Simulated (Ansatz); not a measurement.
# CuTe (Pmmn): one cell, many starting occupations (series 2), part 1 of 2

Task: map the metastable states of CuTe (Pmmn) by varying the start. Cell and atoms stay fixed.

Computed with Ansatz 0.2.0 (DFT LDA+U (U = 8 eV, J = 0.9 eV on Cu d), plane waves, PAW, unless a step's input says otherwise).

## 1. Starting point

It takes space group Pmmn (No. 59, orthorhombic). The conventional cell has a = 3.100 Å, b = 4.020 Å, c = 6.860 Å, α = 90.00°, β = 90.00°, γ = 90.00°. Cu (site symmetry mm2) is surrounded by 4 Te at 2.54 to 2.73 Å and 4 Cu at 2.63 Å. Around Te (site symmetry mm2) lie 4 Cu at 2.54 to 2.73 Å.

As a file:

```
CELL_PARAMETERS angstrom
3.10000 0.00000 0.00000
0.00000 4.02000 0.00000
0.00000 0.00000 6.86000
ATOMIC_POSITIONS crystal
Cu 0.00000 0.50000 0.44900
Cu 0.50000 0.00000 0.55100
Te 0.00000 0.00000 0.22300
Te 0.50000 0.50000 0.77700
```

Magnetic order typed: opposed in the cell.

The runs: random orbitals: single harmonics, second filling; random orbitals: fully mixed, first filling; random orbitals: single harmonics, first filling; random orbitals: fully mixed, one electron more; random orbitals: drawn by pairs, first filling.

An earlier series on this cell reached its lowest free state from «natural orbitals of the symmetric run, filled by rank», perhaps among other starts (it ended without moments).

## 2. Random orbitals: single harmonics, second filling

The input, input.yaml:

```yaml
crystal:
  lattice:
    - [3.09999976, 0.0, 0.0]
    - [0.0, 4.01999969, 0.0]
    - [0.0, 0.0, 6.85999947]
  atoms:
    - { symbol: Cu, position: [0.0, 0.5, 0.449], spin: 1.0 }
    - { symbol: Cu, position: [0.5, 0.0, 0.551], spin: -1.0 }
    - { symbol: Te, position: [0.0, 0.0, 0.223] }
    - { symbol: Te, position: [0.5, 0.5, 0.777] }
basis:
  ecutwfc: 420
  ecutrho_ratio: 4
kpoints:
  mp_grid: { grid: [6, 5, 3] }
hamiltonian:
  xc: lda
  hubbard:
    sites:
      - { site: 0, l: d, u: 8.0, j: 0.9, starting_ns: [{ spin: up, occupation_matrix: s0up }, { spin: down, occupation_matrix: s0down }] }
      - { site: 1, l: d, u: 8.0, j: 0.9, starting_ns: [{ spin: up, occupation_matrix: s1up }, { spin: down, occupation_matrix: s1down }] }
    occupation_matrices:
      s0up:
        matrix:
          - [0.97, 0.0, 0.0, 0.0, 0.0]
          - [0.0, 0.97, 0.0, 0.0, 0.0]
          - [0.0, 0.0, 0.97, 0.0, 0.0]
          - [0.0, 0.0, 0.0, 0.97, 0.0]
          - [0.0, 0.0, 0.0, 0.0, 0.97]
      s0down:
        matrix:
          - [0.97, 0.0, 0.0, 0.0, 0.0]
          - [0.0, 0.02, 0.0, 0.0, 0.0]
          - [0.0, 0.0, 0.97, 0.0, 0.0]
          - [0.0, 0.0, 0.0, 0.97, 0.0]
          - [0.0, 0.0, 0.0, 0.0, 0.97]
      s1up:
        matrix:
          - [0.97, 0.0, 0.0, 0.0, 0.0]
          - [0.0, 0.02, 0.0, 0.0, 0.0]
          - [0.0, 0.0, 0.97, 0.0, 0.0]
          - [0.0, 0.0, 0.0, 0.97, 0.0]
          - [0.0, 0.0, 0.0, 0.0, 0.97]
      s1down:
        matrix:
          - [0.97, 0.0, 0.0, 0.0, 0.0]
          - [0.0, 0.97, 0.0, 0.0, 0.0]
          - [0.0, 0.0, 0.97, 0.0, 0.0]
          - [0.0, 0.0, 0.0, 0.97, 0.0]
          - [0.0, 0.0, 0.0, 0.0, 0.97]
    ns_hold: until_converged
scf:
  occupations: { method: gaussian, width: 0.05 }
  lower_state_search: "off"
  max_iter: 150
output:
  forces: true
  stress: true
  eigenvalues: true
  populations: true
  hubbard: { sites: [{ site: 0, l: d }, { site: 1, l: d }] }
magnetization:
  spin_polarized: true
```

The typed matrices put 0.97 on the chosen orbitals and 0.02 on the others, and are held until the SCF converges, then released.

Launch:

```
$ ansatz run input.yaml --threads 2 --pin off --max-ram 3072MiB --backend cpu --events-out ev --progress --plain --runs-dir out
```

Output, shortened:

```text
Warning: RAYON_NUM_THREADS=2 ignored (pool sized by the plan → 2); use --threads N
Cu: projections on atomic orbitals take those of the free atom [Ne] 3s2 3p6 3d10 4s1, of charge +0.00 (hamiltonian.pseudopotentials.projection_atoms); the dataset's partial waves leave at most 2.0e-6 of an orbital's norm unspanned inside its sphere
Te: projections on atomic orbitals take those of the free atom [Kr] 4d10 5s2 5p4, of charge +0.00 (hamiltonian.pseudopotentials.projection_atoms); the dataset's partial waves leave at most 7.8e-6 of an orbital's norm unspanned inside its sphere
[...]
Pseudopotentials: kind: paw
Pseudopotential: Cu, paw, valence charge 19, recommended cutoff 420 eV (normal), Cu.paw.azcp
Pseudopotential: Te, paw, valence charge 16, recommended cutoff 420 eV (normal), Te.paw.azcp
Functional definition: SPW92
[...]
Crystal: 4 atoms, lattice volume = 85.489 Å³
Basis set: ecut = 420 eV, 1697 PW (Γ)
Bands: 44, of which v1, the nominal top of the filled ones, is band 35 counted from 1 (34 counted from 0)
Symmetry: 4 space group operations
Space group: Pmm2 (ITA 25), of the structure as read, at distance tolerance 4.4e-5 Å
Magnetic group: BNS 59.408 (UNI 506), of the structure as read, at distance tolerance 4.4e-5 Å
k-points: 24 of 90 (time reversal used)
[...]
Starting moments: Σ|m| = 2 μB on 2 of 4 sites
Starting magnetic order: antiferromagnet; an inversion exchanges its spin sublattices: spin-degenerate at every k-point
[...]
SCF iter   1: F=—  HF=-26762.423955 eV  |F-HF|=—  |Δ(HF+E_count)|=         —  Δρ=9.88e-2 (↑9.88e-2 ↓9.88e-2)  dr2=2.53e1  dr2_m=4.05e-1  M=0.000 μB ∫|m|=1.945 μB  β_m=0.30  ethr=3.10e-3  ⟨swp⟩=7.6  Hψ=8809  notcnv=0  defer=10
[...]
WARN: the starting moments were not kept: the SCF closed with an absolute magnetisation of 1.0e-6 μB, where they sum to 2 μB in size (2 sites). That is at most 0.1 of that sum. Measured as dr2_m measures the in/out step, that magnetisation stands 1.0e-13 eV from none, at or under the [...]
WARN: hamiltonian.hubbard: on 2 of 4 specified blocks the occupation matrix of this SCF's result fails the test of the specified filling. At site 0 ↓ (sites count from 0 in the list of atoms of the cell that this SCF solves) the least filled combination of the orbitals specified full has [...]
--- Stress (GPa, compression-positive) ---
       -0.997397       0.000000      -0.000000
        0.000000      -0.012584       0.000000
       -0.000000       0.000000       0.758934
  P = ⅓ Tr σ = -0.0837 GPa (-0.837 kbar)
--- Band table (eV; the first three rows and the last of 48) ---
[...]
Occupation matrices written to <dir>
--- Löwdin populations: 4 sites ---
  site symbol       q [e]    m [muB]
     0     Cu     18.6113     0.0000
     1     Cu     18.6113    -0.0000
     2     Te     16.1926     0.0000
     3     Te     16.1926    -0.0000
  spilling = 0.005600 (of n_electrons = 70.000000)
--- Occupation matrices: 2 shells (run DFT+U table (all-electron-ortho-atomic); ε = 2.10e-4) ---
  Cu0 d_3D: site group C2v (mm2)
  Cu0 d_3D up     Tr n = 4.9415  λ = 0.980 0.988 0.989 0.990 0.994  [yz 1.00 B2(1.00) | 2× xz 0.50 B1(0.50) | z2 1.00 A1(1.00) | x2-y2 1.00 A1(1.00)]
  Cu0 d_3D dn     Tr n = 4.9415  λ = 0.980 0.988 0.989 0.990 0.994  [yz 1.00 B2(1.00) | 2× xz 0.50 B1(0.50) | z2 1.00 A1(1.00) | x2-y2 1.00 A1(1.00)]
  specified occupation → Cu0 d_3D up: matrix, ‖Δ‖_F = 0.0421, Tr Δ = -0.0915, displaced = 0.0457, d_λ = 0.0421; orbital distance = 0.0000
  specified occupation → Cu0 d_3D dn: matrix, ‖Δ‖_F = 0.9693, Tr Δ = -1.0415, displaced = 0.5207, d_λ = 0.9610; orbital distance = 1.4142
  Cu1 d_3D: site group C2v (mm2)
  Cu1 d_3D up     Tr n = 4.9415  λ = 0.980 0.988 0.989 0.990 0.994  [yz 1.00 B2(1.00) | 2× xz 0.50 B1(0.50) | z2 1.00 A1(1.00) | x2-y2 1.00 A1(1.00)]
  Cu1 d_3D dn     Tr n = 4.9415  λ = 0.980 0.988 0.989 0.990 0.994  [yz 1.00 B2(1.00) | 2× xz 0.50 B1(0.50) | z2 1.00 A1(1.00) | x2-y2 1.00 A1(1.00)]
  specified occupation → Cu1 d_3D up: matrix, ‖Δ‖_F = 0.9693, Tr Δ = -1.0415, displaced = 0.5207, d_λ = 0.9610; orbital distance = 1.4142
  specified occupation → Cu1 d_3D dn: matrix, ‖Δ‖_F = 0.0421, Tr Δ = -0.0915, displaced = 0.0457, d_λ = 0.0421; orbital distance = 0.0000
  Tr n, λ and their labels are of the run-group-symmetrised matrices; stabiliser: 16 of 16 elements of G0×{1,Θ} (closed), max defect 1.4e-7 at τ = 4.4e-5
```

It took 29 s on 2 threads of Intel Xeon Platinum 8488C (Sapphire Rapids), shared host; peak memory 0.5 GiB.

End state: no gap, pressure -0.1 GPa, no moment over 0.05 μB in any sphere, largest force component 0.26 eV/Å, 4 symmetry operations imposed. The program reports that the typed filling wasn't kept.

How the shells are filled (orbitals counted by the eigenvalues of the occupation matrices):

| shell | channel | electrons | over 0.8 | 0.2 to 0.8 | under 0.2 |
| --- | --- | --- | --- | --- | --- |
| Cu 3d (atom 1) | up | 4.94 | 5 | 0 | 0 |
| Cu 3d (atom 1) | down | 4.94 | 5 | 0 | 0 |

## 3. Random orbitals: fully mixed, first filling

input.yaml, as its differences from that of step 2:

```diff
@@ -31,14 +31,14 @@
         matrix:
-          - [0.97, 0.0, 0.0, 0.0, 0.0]
-          - [0.0, 0.02, 0.0, 0.0, 0.0]
-          - [0.0, 0.0, 0.97, 0.0, 0.0]
+          - [0.60239, 0.18973, -0.38539, 0.0, 0.17194]
+          - [0.18973, 0.87207, 0.19891, 0.0, -0.08875]
+          - [-0.38539, 0.19891, 0.56596, 0.0, 0.18026]
           - [0.0, 0.0, 0.0, 0.97, 0.0]
-          - [0.0, 0.0, 0.0, 0.0, 0.97]
+          - [0.17194, -0.08875, 0.18026, 0.0, 0.88957]
       s1up:
         matrix:
-          - [0.97, 0.0, 0.0, 0.0, 0.0]
-          - [0.0, 0.02, 0.0, 0.0, 0.0]
-          - [0.0, 0.0, 0.97, 0.0, 0.0]
+          - [0.60239, 0.18973, -0.38539, 0.0, 0.17194]
+          - [0.18973, 0.87207, 0.19891, 0.0, -0.08875]
+          - [-0.38539, 0.19891, 0.56596, 0.0, 0.18026]
           - [0.0, 0.0, 0.0, 0.97, 0.0]
-          - [0.0, 0.0, 0.0, 0.0, 0.97]
+          - [0.17194, -0.08875, 0.18026, 0.0, 0.88957]
       s1down:
@@ -50,3 +50,3 @@
           - [0.0, 0.0, 0.0, 0.0, 0.97]
-    ns_hold: until_converged
+    ns_hold: { iters: 12 }
 scf:
```

The typed matrices put 0.97 on the chosen orbitals and 0.02 on the others, and are held for 12 cycles.

Launch:

```
$ ansatz run input.yaml --threads 2 --pin off --max-ram 3072MiB --backend cpu --events-out ev --progress --plain --runs-dir out
```

Output, shortened:

```text
Warning: crystal.symmetry: narrowed to the stabiliser of the occupation matrices — unitary ops 4 → 1, anti-unitary 4 → 1; lowered by the specified shells (site 0, l: d), (site 1, l: d); largest admitted image defect 4.4e-16, smallest excluded 4.0e-1 — at a splitting's scale: the group the [...]
Warning: RAYON_NUM_THREADS=2 ignored (pool sized by the plan → 2); use --threads N
Cu: projections on atomic orbitals take those of the free atom [Ne] 3s2 3p6 3d10 4s1, of charge +0.00 (hamiltonian.pseudopotentials.projection_atoms); the dataset's partial waves leave at most 2.0e-6 of an orbital's norm unspanned inside its sphere
Te: projections on atomic orbitals take those of the free atom [Kr] 4d10 5s2 5p4, of charge +0.00 (hamiltonian.pseudopotentials.projection_atoms); the dataset's partial waves leave at most 7.8e-6 of an orbital's norm unspanned inside its sphere
[...]
[... 4 set-up lines as earlier in the session ...]
[...]
Crystal: 4 atoms, lattice volume = 85.489 Å³
Basis set: ecut = 420 eV, 1697 PW (Γ)
Bands: 44, of which v1, the nominal top of the filled ones, is band 35 counted from 1 (34 counted from 0)
[...]
WARN: the starting moments were not kept: the SCF closed with an absolute magnetisation of 1.3e-6 μB, where they sum to 2 μB in size (2 sites). That is at most 0.1 of that sum. Measured as dr2_m measures the in/out step, that magnetisation stands 5.9e-13 eV from none, at or under the [...]
WARN: hamiltonian.hubbard: on 2 of 4 specified blocks the occupation matrix of this SCF's result fails the test of the specified filling. At site 0 ↓ (sites count from 0 in the list of atoms of the cell that this SCF solves) the least filled combination of the orbitals specified full has [...]
     2     Te     16.1926     0.0000
     3     Te     16.1926    -0.0000
  spilling = 0.005600 (of n_electrons = 70.000000)
--- Occupation matrices: 2 shells (run DFT+U table (all-electron-ortho-atomic); ε = 8.08e-5) ---
  Cu0 d_3D: site group C2v (mm2)
  Cu0 d_3D up     Tr n = 4.9415  λ = 0.980 0.988 0.989 0.990 0.994  [yz 1.00 B2(1.00) | 2× xz 0.50 B1(0.50) | z2 1.00 A1(1.00) | x2-y2 1.00 A1(1.00)]
  Cu0 d_3D dn     Tr n = 4.9415  λ = 0.980 0.988 0.989 0.990 0.994  [yz 1.00 B2(1.00) | 2× xz 0.50 B1(0.50) | z2 1.00 A1(1.00) | x2-y2 1.00 A1(1.00)]
  specified occupation → Cu0 d_3D up: matrix, ‖Δ‖_F = 0.0421, Tr Δ = -0.0915, displaced = 0.0457, d_λ = 0.0421; orbital distance = 0.0000
  specified occupation → Cu0 d_3D dn: matrix, ‖Δ‖_F = 0.9665, Tr Δ = -1.0415, displaced = 0.5207, d_λ = 0.9610; orbital distance = 1.0721
  Cu1 d_3D: site group C2v (mm2)
  Cu1 d_3D up     Tr n = 4.9415  λ = 0.980 0.988 0.989 0.990 0.994  [yz 1.00 B2(1.00) | 2× xz 0.50 B1(0.50) | z2 1.00 A1(1.00) | x2-y2 1.00 A1(1.00)]
  Cu1 d_3D dn     Tr n = 4.9415  λ = 0.980 0.988 0.989 0.990 0.994  [yz 1.00 B2(1.00) | 2× xz 0.50 B1(0.50) | z2 1.00 A1(1.00) | x2-y2 1.00 A1(1.00)]
  specified occupation → Cu1 d_3D up: matrix, ‖Δ‖_F = 0.9665, Tr Δ = -1.0415, displaced = 0.5207, d_λ = 0.9610; orbital distance = 1.0721
  specified occupation → Cu1 d_3D dn: matrix, ‖Δ‖_F = 0.0421, Tr Δ = -0.0915, displaced = 0.0457, d_λ = 0.0421; orbital distance = 0.0000
  Tr n, λ and their labels are of the run-group-symmetrised matrices; stabiliser: 16 of 16 elements of G0×{1,Θ} (closed), max defect 1.8e-7 at τ = 1.7e-5
```

Wall time 36 s (2 threads of Intel Xeon Platinum 8488C (Sapphire Rapids), shared host); peak memory 0.62 GiB.

End state: no gap, pressure -0.1 GPa, no moment over 0.05 μB in any sphere, largest force component 0.26 eV/Å, 1 symmetry operation imposed. The program reports that the typed filling wasn't kept.

The shells' filling, with natural orbitals sorted by occupation:

| shell | channel | electrons | over 0.8 | 0.2 to 0.8 | under 0.2 |
| --- | --- | --- | --- | --- | --- |
| Cu 3d (atom 1) | up | 4.94 | 5 | 0 | 0 |
| Cu 3d (atom 1) | down | 4.94 | 5 | 0 | 0 |

## 4. Random orbitals: single harmonics, first filling

input.yaml, as its differences from that of step 3:

```diff
@@ -31,14 +31,14 @@
         matrix:
-          - [0.60239, 0.18973, -0.38539, 0.0, 0.17194]
-          - [0.18973, 0.87207, 0.19891, 0.0, -0.08875]
-          - [-0.38539, 0.19891, 0.56596, 0.0, 0.18026]
+          - [0.97, 0.0, 0.0, 0.0, 0.0]
+          - [0.0, 0.97, 0.0, 0.0, 0.0]
+          - [0.0, 0.0, 0.97, 0.0, 0.0]
           - [0.0, 0.0, 0.0, 0.97, 0.0]
-          - [0.17194, -0.08875, 0.18026, 0.0, 0.88957]
+          - [0.0, 0.0, 0.0, 0.0, 0.02]
       s1up:
         matrix:
-          - [0.60239, 0.18973, -0.38539, 0.0, 0.17194]
-          - [0.18973, 0.87207, 0.19891, 0.0, -0.08875]
-          - [-0.38539, 0.19891, 0.56596, 0.0, 0.18026]
+          - [0.02, 0.0, 0.0, 0.0, 0.0]
+          - [0.0, 0.97, 0.0, 0.0, 0.0]
+          - [0.0, 0.0, 0.97, 0.0, 0.0]
           - [0.0, 0.0, 0.0, 0.97, 0.0]
-          - [0.17194, -0.08875, 0.18026, 0.0, 0.88957]
+          - [0.0, 0.0, 0.0, 0.0, 0.97]
       s1down:
@@ -50,3 +50,3 @@
           - [0.0, 0.0, 0.0, 0.0, 0.97]
-    ns_hold: { iters: 12 }
+    ns_hold: { iters: 5 }
 scf:
```

The typed matrices put 0.97 on the chosen orbitals and 0.02 on the others, and are held for 5 cycles.

Launch:

```
$ ansatz run input.yaml --threads 2 --pin off --max-ram 3072MiB --backend cpu --events-out ev --progress --plain --runs-dir out
```

Output, shortened:

```text
Warning: crystal.symmetry: narrowed to the stabiliser of the occupation matrices — unitary ops 4 → 4, anti-unitary 4 → 0; lowered by the specified shells (site 0, l: d), (site 1, l: d); largest admitted image defect 8.9e-16, smallest excluded 9.5e-1 — at a splitting's scale: the group the [...]
Warning: RAYON_NUM_THREADS=2 ignored (pool sized by the plan → 2); use --threads N
Cu: projections on atomic orbitals take those of the free atom [Ne] 3s2 3p6 3d10 4s1, of charge +0.00 (hamiltonian.pseudopotentials.projection_atoms); the dataset's partial waves leave at most 2.0e-6 of an orbital's norm unspanned inside its sphere
Te: projections on atomic orbitals take those of the free atom [Kr] 4d10 5s2 5p4, of charge +0.00 (hamiltonian.pseudopotentials.projection_atoms); the dataset's partial waves leave at most 7.8e-6 of an orbital's norm unspanned inside its sphere
[...]
[... 4 set-up lines as earlier in the session ...]
[...]
Crystal: 4 atoms, lattice volume = 85.489 Å³
Basis set: ecut = 420 eV, 1697 PW (Γ)
Bands: 44, of which v1, the nominal top of the filled ones, is band 35 counted from 1 (34 counted from 0)
[...]
WARN: the starting moments were not kept: the SCF closed with an absolute magnetisation of 1.0e-6 μB, where they sum to 2 μB in size (2 sites). That is at most 0.1 of that sum. Measured as dr2_m measures the in/out step, that magnetisation stands 1.0e-13 eV from none, at or under the [...]
WARN: hamiltonian.hubbard: on 2 of 4 specified blocks the occupation matrix of this SCF's result fails the test of the specified filling. At site 0 ↓ (sites count from 0 in the list of atoms of the cell that this SCF solves) the least filled combination of the orbitals specified full has [...]
     3     Te     16.1926    -0.0000
  spilling = 0.005600 (of n_electrons = 70.000000)
--- Occupation matrices: 2 shells (run DFT+U table (all-electron-ortho-atomic); ε = 5.54e-5) ---
  Cu0 d_3D: site group C2v (mm2)
  Cu0 d_3D up     Tr n = 4.9415  λ = 0.980 0.988 0.989 0.990 0.994  [yz 1.00 B2(1.00) | xy 1.00 A2(1.00) | xz 1.00 B1(1.00) | z2 1.00 A1(1.00) | x2-y2 1.00 A1(1.00)]
  Cu0 d_3D dn     Tr n = 4.9415  λ = 0.980 0.988 0.989 0.990 0.994  [yz 1.00 B2(1.00) | xy 1.00 A2(1.00) | xz 1.00 B1(1.00) | z2 1.00 A1(1.00) | x2-y2 1.00 A1(1.00)]
  specified occupation → Cu0 d_3D up: matrix, ‖Δ‖_F = 0.0421, Tr Δ = -0.0915, displaced = 0.0457, d_λ = 0.0421; orbital distance = 0.0000
  specified occupation → Cu0 d_3D dn: matrix, ‖Δ‖_F = 0.9692, Tr Δ = -1.0415, displaced = 0.5207, d_λ = 0.9610; orbital distance = 1.4142
  Cu1 d_3D: site group C2v (mm2)
  Cu1 d_3D up     Tr n = 4.9415  λ = 0.980 0.988 0.989 0.990 0.994  [yz 1.00 B2(1.00) | xy 1.00 A2(1.00) | xz 1.00 B1(1.00) | z2 1.00 A1(1.00) | x2-y2 1.00 A1(1.00)]
  Cu1 d_3D dn     Tr n = 4.9415  λ = 0.980 0.988 0.989 0.990 0.994  [yz 1.00 B2(1.00) | xy 1.00 A2(1.00) | xz 1.00 B1(1.00) | z2 1.00 A1(1.00) | x2-y2 1.00 A1(1.00)]
  specified occupation → Cu1 d_3D up: matrix, ‖Δ‖_F = 0.9711, Tr Δ = -1.0415, displaced = 0.5207, d_λ = 0.9610; orbital distance = 1.4142
  specified occupation → Cu1 d_3D dn: matrix, ‖Δ‖_F = 0.0421, Tr Δ = -0.0915, displaced = 0.0457, d_λ = 0.0421; orbital distance = 0.0000
  Tr n, λ and their labels are of the run-group-symmetrised matrices; stabiliser: 16 of 16 elements of G0×{1,Θ} (closed), max defect 2.5e-7 at τ = 1.2e-5
```

It took 12 s on 2 threads of Intel Xeon Platinum 8488C (Sapphire Rapids), shared host; peak memory 0.53 GiB.

End state: no gap, pressure -0.1 GPa, no moment over 0.05 μB in any sphere, largest force component 0.26 eV/Å, 4 symmetry operations imposed. The program reports that the typed filling wasn't kept.

How the shells are filled (orbitals counted by the eigenvalues of the occupation matrices):

| shell | channel | electrons | over 0.8 | 0.2 to 0.8 | under 0.2 |
| --- | --- | --- | --- | --- | --- |
| Cu 3d (atom 1) | up | 4.94 | 5 | 0 | 0 |
| Cu 3d (atom 1) | down | 4.94 | 5 | 0 | 0 |

(Continued in part 2 of 2.)
